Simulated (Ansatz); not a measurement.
# GdN: the cost of one run

Program: Ansatz 0.2.0. Level of theory: DFT PBE, scalar-relativistic, plane waves, PAW. These are calculated values, not measurements.

1 further run of the same task is left out (set aside as unsound or not needed).

## Step 1: The structure to begin with

The structure is cubic, space group Fm-3m (No. 225). The conventional cell has a = 4.984 Å, b = 4.984 Å, c = 4.984 Å, α = 90.00°, β = 90.00°, γ = 90.00°. Around Gd (site symmetry m-3m) lie 6 N at 2.49 Å. N (site symmetry m-3m) is surrounded by 6 Gd at 2.49 Å.

Structure file:

```cif
data_structure
_symmetry_space_group_name_H-M 'Fm-3m'
_symmetry_Int_Tables_number 225
_cell_length_a 4.9844
_cell_length_b 4.9844
_cell_length_c 4.9844
_cell_angle_alpha 90.000
_cell_angle_beta 90.000
_cell_angle_gamma 90.000
_cell_volume 123.83
loop_
_atom_site_label
_atom_site_type_symbol
_atom_site_symmetry_multiplicity
_atom_site_Wyckoff_symbol
_atom_site_fract_x
_atom_site_fract_y
_atom_site_fract_z
_atom_site_occupancy
Gd1 Gd 4 b 0.50000 0.00000 0.00000 1
N1 N 4 a 0.00000 0.00000 0.00000 1
```

This cell was relaxed beforehand with the same method: volume 15.48 Å³/atom, gap on the mesh none (metal), site moments up to 6.9 μB.

## Step 2: The bulk in the cell of the plane

Input file input.yaml:

```yaml
crystal:
  lattice:
    - [3.5245063085, 0.0, 0.0]
    - [-1.7622531543, 3.052311999, 0.0]
    - [1.7622531543, 1.017437333, 2.8777473504]
  atoms:
    - { symbol: Gd, position: [0.0, 0.5, 0.5], spin: 7.55 }
    - { symbol: "N", position: [0.0, 0.0, 0.0] }
basis:
  ecutwfc: 420
kpoints:
  mp_grid: { grid: [12, 12, 12] }
hamiltonian:
  xc: pbe
scf:
  occupations: { method: gaussian, width: 0.1 }
output:
  forces: true
  stress: true
  eigenvalues: true
  populations: true
  write_density: true
  write_potential: true
  elf: true
  volumetric_format: npy
magnetization:
  spin_polarized: true
```

Command:

```sh
ansatz run input.yaml --threads 4 --pin off --max-ram 10240MiB --backend cpu --events-out ev --progress --plain --runs-dir out
```

Q: Estimate wall time and peak memory on 4 threads of Arm Neoverse V1, shared host.

About 2.9 s, with a peak of 0.41 GiB.
